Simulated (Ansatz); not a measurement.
This script makes a test of the smearing width of Gd, space group Fm-3m with the Python package of Ansatz (0.2.0).

Script `gd.py`:
```python
"""How the energy of Gd depends on the smearing."""

import ansatz as az


def main() -> None:
    lattice = az.Lattice.of(
        (0.0, 2.58581909, 2.58581909),
        (2.58581909, 0.0, 2.58581909),
        (2.58581909, 2.58581909, 0.0),
    )
    sites = [
        ("Gd", (0.0, 0.0, 0.0)),
    ]
    cell = az.Crystal(lattice=lattice)
    for symbol, position in sites:
        cell = cell.atom(symbol, position)
    cell = cell.moments(Gd=7)

    job = (
        cell.calculation()
        .mixing("msr1")
        .functional("r2SCAN")
        .basis(34 * az.Ry)
        .spin(az.SpinTreatment.COLLINEAR)
        .scf(tolerance=1e-08)
        .kpoints(6)
        .forces()
        .stress()
    )

    rows = []
    for value in [0.5, 0.3, 0.2, 0.1]:
        summary = job.occupations("cold", width=value).run(threads=1, backend="cpu").report
        rows.append((value, summary["free_energy_ev"] / len(summary["lattice"]["sites"]), summary["n_iterations"], sum(summary["stress_gpa"][i][i] for i in range(3)) / 3, max(abs(f) for row in summary["forces_ev_ang"] for f in row), summary["magnetization_mub"], summary["n_kpoints"]))

    print("  width (eV)   F/atom (eV)    iterations       P (GPa)  max force (eV/A)  moment (muB)      k-points")
    for row in rows:
        print(f"{str(row[0]):>12s}  {row[1]:12.5f}  {row[2]:12d}  {row[3]:12.3f}  {row[4]:16.4f}  {row[5]:12.3f}  {row[6]:12d}")

    # the last row is the reference
    for row in rows[:-1]:
        shift = 1000 * (row[1] - rows[-1][1])
        print(f"{row[0]}: {shift:+.2f} meV/atom" + ("  (within 5 meV)" if abs(shift) < 5 else ""))


if __name__ == "__main__":
    main()
```

How much does the free energy per atom change between the narrowest and the widest smearing, and why?

Going from 0.1 to 0.5 eV changes F by +9.0 meV an atom. This scheme is built to cancel the term in the square of the width, but that needs a smooth density of states and a fine mesh, and here a sizeable shift remains. The pressure moves from 0.04 to -0.05 GPa.

The run itself:

`python gd.py` gives:
```text
DeckWarning: basis.ecutwfc = 462.593566181796 eV is below the records' recommended 500 eV, and the density's cutoff is lower with it unless basis.ecutrho_ratio is high enough to keep the records' density cutoff: compare with a run at a higher cutoff
DeckWarning: output.stress: scf.convergence.dr2_threshold = 1e-8 eV is looser than the 1e-10 eV advised for a printed stress (1e-10 eV for each atom of the cell: 1). What an SCF threshold leaves in a stress goes as its square root, and in the free energy as [...]
  width (eV)   F/atom (eV)    iterations       P (GPa)  max force (eV/A)  moment (muB)      k-points
         0.5   -9346.16374            15        -0.054            0.0000         8.029            16
         0.3   -9346.16760            15         0.077            0.0000         8.009            16
         0.2   -9346.16935            15         0.093            0.0000         7.991            16
         0.1   -9346.17273            13         0.039            0.0000         7.977            16
0.5: +8.99 meV/atom
0.3: +5.13 meV/atom
0.2: +3.38 meV/atom  (within 5 meV)
```
(Warnings from the package without file and line, shortened.)

Reading the output:
- The cutoff lies under the one recommended for these potentials.
- Open f shells: without a Hubbard U, without spin-orbit coupling; the state reached hangs on the start and needn't be the lowest.
- Under the recommended cutoff a pressure can be off by several GPa, even in sign.
- For a metal this k-point mesh is coarse: on a finer one energies can move by several to tens of meV an atom and pressures by half a GPa or more, differences at one mesh by less.
- The overall sign of a collinear moment is arbitrary, and semilocal functionals can give small moments to compounds that are paramagnetic.
- Forces vanish by symmetry here and test nothing.
- The narrowest width needs the finest mesh, so the last row is no converged reference.
- Pressure is positive in compression.
- r2SCAN tends to overestimate the moments of itinerant magnets.
- This isn't the structure that Gd takes at ambient conditions.

(Lines on the test bed's own set-up are left out of the output.)
